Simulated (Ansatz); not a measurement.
# C2H4FGa (SMILES C=[CH][GaH][F]): wB97M-V/cc-pVDZ

What is the electronic atomisation energy of C2H4FGa at wB97M-V/cc-pVDZ? 

The results are computed with Ansatz 0.2.0.

67 further runs of the same task are left out: 2 that didn't finish, 65 set aside as unsound or not needed.

### 1 The molecule

C2H4FGa: 8 atoms, total charge 0, spin state singlet. SMILES: `C=[CH][GaH][F]`. Geometry: relaxed at PBE0-D4/def2-TZVP. This is one conformer, not always the lowest.

Bond lengths: C1–C2 1.332 Å, C2–Ga3 1.936 Å, Ga3–F4 1.763 Å, C1–H5 1.088 Å, C1–H6 1.088 Å, C2–H7 1.087 Å, Ga3–H8 1.557 Å. Angles: C1–C2–Ga3 120.9°, C2–Ga3–F4 115.4°, C1–C2–H7 118.8°, Ga3–C2–H7 120.3°, C2–C1–H5 122.2°, C2–C1–H6 122.3°, C2–Ga3–H8 129.9°, F4–Ga3–H8 114.7°, H5–C1–H6 115.5°.

### 2 The energy at wB97M-V/cc-pVDZ

File run.yaml:

```yaml
crystal:
  periodic: [false, false, false]
  atoms:
    - {symbol: C, position_ang: [-0.837100, 1.175400, 0.060900]}
    - {symbol: C, position_ang: [0.342600, 0.569500, -0.065000]}
    - {symbol: Ga, position_ang: [0.481700, -1.360200, -0.007600]}
    - {symbol: F, position_ang: [2.110500, -2.006100, -0.199600]}
    - {symbol: H, position_ang: [-1.762100, 0.620500, 0.200100]}
    - {symbol: H, position_ang: [-0.941100, 2.257800, 0.031600]}
    - {symbol: H, position_ang: [1.232300, 1.179600, -0.202300]}
    - {symbol: H, position_ang: [-0.626900, -2.436700, 0.182000]}
basis:
  gaussian:
    orbitals: cc-pVDZ
hamiltonian:
  xc: {name: wB97M-V}
accuracy: high
output: {orbitals: {seedname: orbitals}}
```

Run with:

```bash
$ ansatz run run.yaml --threads 1 --pin off --max-ram 3480MiB --events-out events.jsonl --progress --plain --runs-dir runs
```

The program printed:

```text
Warning: RAYON_NUM_THREADS=1 ignored (pool sized by the plan → 1); use --threads N
Functional definition: wB97M-V
  name "wB97M-V"
  parameter omega = 0.3/bohr
  parameter cx = 0.15
  parameter cx01 = 1.007
  parameter cx10 = 0.259
  parameter css00 = 0.443
  parameter css04 = -1.437
  parameter css10 = -4.535
  parameter css20 = -3.390
  parameter css43 = 4.278
  parameter cos00 = 1.000
  parameter cos10 = 1.358
  parameter cos20 = 2.924
  parameter cos21 = -8.812
  parameter cos60 = -1.390
  parameter cos61 = 9.142
  parameter b = 6.0
  parameter c = 0.01
  gx(w, u) = 1 - cx + cx01*u + cx10*w
  gss(w, u) = css00 + css04*u^4 + css10*w + css20*w^2 + css43*w^4*u^3
  gos(w, u) = cos00 + cos10*w + (cos20 + cos21*u)*w^2 + (cos60 + cos61*u)*w^6
  exchange = spin_sum(e_x_unif_sr(omega)*gx(b97_w, b97_u_x)) + cx*exact_x_sr(omega) + exact_x_lr(omega)
  correlation = spin_sum(e_c_pw_mod_same_spin*gss(b97_w, b97_u_same))
      + integral(e_c_pw_mod_opposite_spin*gos(b97_w_opposite, b97_u_opposite)) + vv10(b, c)
2037 factors; integrals over basis functions are off by at most 4.6e-9 eV
375 factors; integrals over basis functions are off by at most 2.3e-9 eV
mean field evaluation 1: about -57224.7066 eV, gradient 4.4e1 eV
mean field evaluation 2: about -57224.9835 eV, gradient 4.9e1 eV
mean field evaluation 4: about -57228.8074 eV, gradient 1.6e0 eV
mean field evaluation 8: about -57228.8954 eV, gradient 9.8e-2 eV
mean field evaluation 16: about -57228.8954 eV, gradient 2.4e-5 eV
mean field -57228.89541297 eV, -2103.1231152881 hartree, gradient 2.6e-8 eV, S^2 0.000000; 0 other end points of the search recorded, 0 dependent functions left out
reference -57228.89541814 eV, -2103.1231154781 hartree; 28, 28 occupied and 61, 61 virtual orbitals, 2037 factors
Total energy: -57228.89541814 eV, -2103.1231154781 hartree
```

Run time: 92 s. Hardware: 1 thread of Arm Neoverse V1, shared host; peak memory 0.61 GiB.

### 3 The C atom, same level

File in.yaml:

```yaml
basis:
  gaussian:
    orbitals: cc-pVDZ
crystal:
  periodic: [false, false, false]
  atoms:
    - {symbol: C, position_ang: [0.000000, 0.000000, 0.000000]}
magnetization:
  spin_polarized: true
  initial_magnetization: 2
accuracy: high
hamiltonian:
  xc: {name: wB97M-V}
```

Run the same way, it converges to -37.83841 Eh (log not shown).

### 4 The F atom

File job.yaml:

```yaml
basis:
  gaussian:
    orbitals: cc-pVDZ
crystal:
  periodic: [false, false, false]
  atoms:
    - {symbol: F, position_ang: [0.000000, 0.000000, 0.000000]}
magnetization:
  spin_polarized: true
  initial_magnetization: 1
hamiltonian:
  xc: {name: wB97M-V}
accuracy: high
```

Run the same way, it converges to -99.70242 Eh (log not shown).

### 5 The Ga atom, same level

File run.yaml:

```yaml
crystal:
  periodic: [false, false, false]
  atoms:
    - {symbol: Ga, position_ang: [0.000000, 0.000000, 0.000000]}
basis:
  gaussian: {orbitals: cc-pVDZ}
magnetization: {spin_polarized: true, initial_magnetization: 1}
hamiltonian: {xc: {name: wB97M-V}}
accuracy: high
```

Run with:

```bash
$ ansatz run run.yaml --threads 1 --pin off --max-ram 3480MiB --events-out events.jsonl --progress --plain --runs-dir runs
```

The program printed:

```text
Warning: RAYON_NUM_THREADS=1 ignored (pool sized by the plan → 1); use --threads N
[... 19 set-up lines as earlier in the session ...]
  gx(w, u) = 1 - cx + cx01*u + cx10*w
  gss(w, u) = css00 + css04*u^4 + css10*w + css20*w^2 + css43*w^4*u^3
  gos(w, u) = cos00 + cos10*w + (cos20 + cos21*u)*w^2 + (cos60 + cos61*u)*w^6
[... 2 set-up lines as earlier in the session ...]
      + integral(e_c_pw_mod_opposite_spin*gos(b97_w_opposite, b97_u_opposite)) + vv10(b, c)
255 factors; integrals over basis functions are off by at most 4.4e-9 eV
85 factors; integrals over basis functions are off by at most 9.3e-10 eV
mean field evaluation 1: about -52373.0177 eV, gradient 2.1e0 eV
mean field evaluation 2: about -52373.0764 eV, gradient 6.9e-1 eV
mean field evaluation 4: about -52373.0933 eV, gradient 2.2e-1 eV
mean field evaluation 8: about -52373.0940 eV, gradient 6.0e-4 eV
mean field evaluation 16: about -52373.0940 eV, gradient 3.9e-9 eV
mean field -52373.09400858 eV, -1924.6757050570 hartree, gradient 3.9e-9 eV, S^2 0.752231; 0 other end points of the search recorded, 0 dependent functions left out
reference -52373.09401066 eV, -1924.6757051335 hartree; 16, 15 occupied and 11, 12 virtual orbitals, 255 factors
Total energy: -52373.09401066 eV, -1924.6757051335 hartree
```

It took 11 s on 1 thread of Arm Neoverse V1, shared host; peak memory 0.29 GiB.

### 6 The H atom

File input.yaml:

```yaml
crystal:
  periodic: [false, false, false]
  atoms:
    - symbol: H
      position_ang: [0.000000, 0.000000, 0.000000]
basis:
  gaussian: {orbitals: cc-pVDZ}
magnetization: {spin_polarized: true, initial_magnetization: 1}
hamiltonian: {xc: {name: wB97M-V}}
accuracy: high
```

Run the same way, it converges to -0.49171 Eh (log not shown).

### 7 Summary of results

At wB97M-V/cc-pVDZ:

| quantity | value |
| --- | --- |
| molecule: total energy | -2103.12312 Eh |
| molecule: HOMO energy | -10.51 eV |
| molecule: LUMO energy | 0.34 eV |
| molecule: HOMO–LUMO gap | 10.86 eV |
| C atom: total energy | -37.83841 Eh |
| C atom: ⟨S²⟩ | 2.001 |
| F atom: total energy | -99.70242 Eh |
| F atom: ⟨S²⟩ | 0.751 |
| Ga atom: total energy | -1924.67571 Eh |
| Ga atom: ⟨S²⟩ | 0.752 |
| H atom: total energy | -0.49171 Eh |
| H atom: ⟨S²⟩ | 0.750 |
| electronic atomisation energy | 29.968 eV |

**Reading.** Taking the molecule apart into free atoms costs 29.97 eV (2892 kJ/mol), before zero-point energy and without spin-orbit coupling.
